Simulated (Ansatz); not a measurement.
**One shape, several levels: BClF2 (chlorodifluoroborane)**

We compute a comparison of 6 runs (UHF/STO-3G, B2PLYP/STO-3G, BLYP/STO-3G, revPBE/STO-3G, wB97M-V/STO-3G, CCSD/STO-3G) of BClF2 (chlorodifluoroborane). 

The calculation is run with Ansatz 0.2.0.

66 further runs of the same task are left out: 7 that didn't finish, 59 set aside as unsound or not needed.

**1. Starting point**

BClF2: 4 atoms, total charge 0, spin state singlet. As SMILES, `FB(F)Cl`. The B2–F1 distance was set to 1.638 Å, away from the relaxed value.

Bond lengths: F1–B2 1.638 Å, B2–F3 1.310 Å, B2–Cl4 1.740 Å. Angles: F1–B2–F3 119.0°, F1–B2–Cl4 120.5°, F3–B2–Cl4 120.5°.

**2. A single-point energy at UHF/STO-3G (run 1)**

input.yaml reads:

```yaml
crystal:
  periodic: [false, false, false]
  atoms:
    - {symbol: F, position_ang: [-0.200353, -1.557585, -0.667389]}
    - {symbol: B, position_ang: [-0.067100, -0.041300, -0.062000]}
    - {symbol: F, position_ang: [-1.011600, 0.830100, -0.317700]}
    - {symbol: Cl, position_ang: [1.307900, 0.405300, 0.905700]}
basis:
  gaussian:
    orbitals: STO-3G
hamiltonian:
  xc: hf
magnetization:
  spin_polarized: true
accuracy: high
```

Command:

```
$ ansatz run input.yaml --threads 1 --pin off --max-ram 2610MiB --events-out events.jsonl --progress --plain --runs-dir runs
```

Output:

```text
Warning: RAYON_NUM_THREADS=1 ignored (pool sized by the plan → 1); use --threads N
Functional definition: HF
  name "HF"
  exchange = exact_x
  correlation = 0
441 factors; integrals over basis functions are off by at most 3.3e-8 eV
mean field evaluation 1: about -18366.2847 eV, gradient 2.3e1 eV
mean field evaluation 2: about -18366.3366 eV, gradient 2.3e1 eV
mean field evaluation 4: about -18370.8991 eV, gradient 1.3e0 eV
mean field evaluation 8: about -18370.9222 eV, gradient 4.8e-2 eV
mean field -18370.92221668 eV, -675.1189392047 hartree, gradient 2.6e-8 eV, S^2 0.000000; 0 other end points of the search recorded, 0 dependent functions left out
reference -18370.92221668 eV, -675.1189392047 hartree; 20, 20 occupied and 4, 4 virtual orbitals, 441 factors
Total energy: -18370.92221668 eV, -675.1189392047 hartree
```

Run time: 0.2 s. Hardware: 1 thread of Arm Neoverse V1, shared host.

**3. The energy at B2PLYP/STO-3G (run 2)**

job.yaml reads:

```yaml
crystal:
  periodic: [false, false, false]
  atoms:
    - {symbol: F, position_ang: [-0.200353, -1.557585, -0.667389]}
    - {symbol: B, position_ang: [-0.067100, -0.041300, -0.062000]}
    - {symbol: F, position_ang: [-1.011600, 0.830100, -0.317700]}
    - {symbol: Cl, position_ang: [1.307900, 0.405300, 0.905700]}
basis:
  gaussian:
    orbitals: STO-3G
total_charge: 0
correlation:
  frozen_orbitals: {B: 1, Cl: 5, F: 1}
hamiltonian:
  xc: {name: B2PLYP}
accuracy: high
```

Command:

```
$ ansatz run job.yaml --threads 1 --pin off --max-ram 2610MiB --events-out events.jsonl --progress --plain --runs-dir runs
```

Output, cut to the lines that bear on the results:

```text
Warning: RAYON_NUM_THREADS=1 ignored (pool sized by the plan → 1); use --threads N
Functional definition: B2PLYP
  name "B2PLYP"
[...]
441 factors; integrals over basis functions are off by at most 3.3e-8 eV
[...]
mean field -18399.34182211 eV, -676.1633404408 hartree, gradient 2.2e-8 eV, S^2 0.000000; 0 other end points of the search recorded, 0 dependent functions left out
8 core orbitals not correlated: weight in the atoms' cores, before any rotation towards them, 1.000 or more for the frozen orbitals, at most 0.000 for the correlated occupied ones
reference -18399.34183607 eV, -676.1633409537 hartree; 12, 12 occupied and 4, 4 virtual orbitals, 441 factors
second order -3.98326674 eV of doubles, -0.00000000 eV of singles
Total energy: -18400.41731809 eV, -676.2028641889 hartree
```

Run time: 1.9 s. Hardware: 1 thread of Arm Neoverse V1, shared host; peak memory 0.1 GiB.

**4. A single-point energy at BLYP/STO-3G (run 3)**

run.yaml reads:

```yaml
crystal:
  periodic: [false, false, false]
  atoms:
    - symbol: F
      position_ang: [-0.200353, -1.557585, -0.667389]
    - symbol: B
      position_ang: [-0.067100, -0.041300, -0.062000]
    - symbol: F
      position_ang: [-1.011600, 0.830100, -0.317700]
    - symbol: Cl
      position_ang: [1.307900, 0.405300, 0.905700]
basis:
  gaussian:
    orbitals: STO-3G
hamiltonian:
  xc: {name: BLYP}
accuracy: high
```

Command:

```
$ ansatz run run.yaml --threads 1 --pin off --max-ram 2610MiB --events-out events.jsonl --progress --plain --runs-dir runs
```

Output:

```text
Warning: RAYON_NUM_THREADS=1 ignored (pool sized by the plan → 1); use --threads N
Functional definition: BLYP
  name "BLYP"
  parameter beta = 0.0042
  parameter a = 0.04918
  parameter b = 0.132
  parameter c = 0.2533
  parameter d = 0.349
  exchange = b88_x(beta = beta)
  correlation = lyp_c(a = a, b = b, c = c, d = d)
441 factors; integrals over basis functions are off by at most 3.3e-8 eV
mean field evaluation 1: about -18407.2120 eV, gradient 2.0e1 eV
mean field evaluation 2: about -18384.3686 eV, gradient 9.8e1 eV
mean field evaluation 4: about -18408.7129 eV, gradient 4.8e0 eV
mean field evaluation 8: about -18408.7282 eV, gradient 4.7e-2 eV
mean field evaluation 16: about -18408.7282 eV, gradient 3.5e-8 eV
mean field -18408.72822390 eV, -676.5082843440 hartree, gradient 4.2e-8 eV, S^2 0.000000; 0 other end points of the search recorded, 0 dependent functions left out
reference -18408.72825362 eV, -676.5082854364 hartree; 20, 20 occupied and 4, 4 virtual orbitals, 441 factors
Total energy: -18408.72825362 eV, -676.5082854364 hartree
```

Run time: 1.3 s. Hardware: 1 thread of Arm Neoverse V1, shared host; peak memory 0.098 GiB.

Runs 4 to 5 aren't shown in full; the table further down has their settings and results.

**5. A single-point energy at CCSD/STO-3G (run 6)**

in.yaml reads:

```yaml
crystal:
  periodic: [false, false, false]
  atoms:
    - {symbol: F, position_ang: [-0.200353, -1.557585, -0.667389]}
    - {symbol: B, position_ang: [-0.067100, -0.041300, -0.062000]}
    - {symbol: F, position_ang: [-1.011600, 0.830100, -0.317700]}
    - {symbol: Cl, position_ang: [1.307900, 0.405300, 0.905700]}
basis:
  gaussian: {orbitals: STO-3G}
correlation: {method: ccsd, frozen_orbitals: {B: 1, Cl: 5, F: 1}}
accuracy: high
scf: {omitted_lower_state_checks: [cluster_reference, increment]}
```

Command:

```
$ ansatz run in.yaml --threads 1 --pin off --max-ram 2610MiB --events-out events.jsonl --progress --plain --runs-dir runs
```

Output, cut to the lines that bear on the results:

```text
Warning: RAYON_NUM_THREADS=1 ignored (pool sized by the plan → 1); use --threads N
[... 2 set-up lines as earlier in the session ...]
[...]
441 factors; integrals over basis functions are off by at most 3.3e-8 eV
[...]
mean field -18370.92221668 eV, -675.1189392047 hartree, gradient 1.5e-8 eV, S^2 0.000000; 0 other end points of the search recorded, 0 dependent functions left out
8 core orbitals not correlated: weight in the atoms' cores, before any rotation towards them, 1.000 or more for the frozen orbitals, at most 0.000 for the correlated occupied ones
reference -18370.92221668 eV, -675.1189392047 hartree; 12, 12 occupied and 4, 4 virtual orbitals, 441 factors
second order -2.59528480 eV of doubles, -0.00000000 eV of singles
cycle   1  -2.78113863 eV  change   -1.9e-1 eV  update   1.0e-1
[...]
cycle  21  -3.09997710 eV  change   1.5e-10 eV  update  7.2e-10
Total energy: -18374.02219378 eV, -675.2328612619 hartree
Checks for a lower state left out: cluster_reference, increment
```

It took 0.26 s on 1 thread of Arm Neoverse V1, shared host.

**6. The series**

```tsv
run	level	frozen core orbitals	energy (Eh)	wall time
1	UHF/STO-3G	–	-675.118939	0.2 s
2	B2PLYP/STO-3G	8	-676.202864	1.9 s
3	BLYP/STO-3G	–	-676.508285	1.3 s
4	revPBE/STO-3G	–	-676.490255	1.3 s
5	wB97M-V/STO-3G	–	-676.686290	22 s
6	CCSD/STO-3G	8	-675.232861	0.26 s
```

**7. What came out**

```
                                          quantity          value
                               run 6: total energy  -675.23286 Eh
run 6: correlation energy (8 core orbitals frozen)     -113.9 mEh
                              run 6: T1 diagnostic          0.018
```

**Reading.** Totals of different functionals can't be ranked against each other. In runs 1, 2, 3, 4, 5, 6 the basis is minimal, so the values are rough. All runs together took 27 s, the longest 22 s.
